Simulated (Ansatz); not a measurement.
**Se (diamond type): a single-point run**

Wanted: a converged single-point run for Se (diamond type), and a check of what comes out. The structure is shown as the input types it.

Computed with Ansatz 0.2.0 (DFT, LDA, PAW with Ansatz's default frozen-core files, scalar-relativistic, unless a step's input says otherwise).

### 1 Starting point

The structure is trigonal, space group R-3m (No. 166). Conventional cell: a = 4.203 Å, b = 4.203 Å, c = 10.295 Å, α = 90.00°, β = 90.00°, γ = 120.00°. Se (site symmetry 3m) has 1 Se at 1.80 Å in its first shell of neighbours.

As a file:

```xyz
2
Lattice="0.0000 2.9720 2.9720 2.9720 0.0000 2.9720 2.9720 2.9720 0.0000" Properties=species:S:1:pos:R:3 pbc="T T T"
Se   -0.5201   -0.9659   -0.9659
Se    0.5201    0.9659    0.9659
```

### 2 The calculation

input.yaml reads:

```yaml
crystal:
  lattice:
    - [0.0, 2.9719609764, 2.9719609764]
    - [2.9719609764, 0.0, 2.9719609764]
    - [2.9719609764, 2.9719609764, 0.0]
  atoms:
    - { symbol: Se, position: [-0.2375, -0.0875, -0.0875] }
    - { symbol: Se, position: [0.2375, 0.0875, 0.0875] }
kpoints:
  mp_grid: { grid: [9, 9, 9] }
scf:
  occupations: { method: fermi_dirac, width: 0.05 }
  convergence: { dr2_threshold: 0.0 }
  max_iter: 60
hamiltonian:
  xc: lda
  pseudopotentials: { kind: paw }
output:
  forces: true
  stress: true
  eigenvalues: true
  populations: true
```

The run is started by

```console
$ ansatz run input.yaml --threads 1 --pin off --max-ram 2048MiB --backend cpu --events-out ev --progress --plain --runs-dir out
```

Q: Will this input give a usable result? If not, why, and what should change?

Nothing was computed: the input was turned down at the start. It says: «invalid value for `scf.convergence.dr2_threshold`: must be finite and > 0; got 0 eV»

Look at the input: scf.convergence.dr2_threshold is 0.0. A value lies outside the range that the key allows.

Remedy: delete scf.convergence.dr2_threshold (the default then holds).
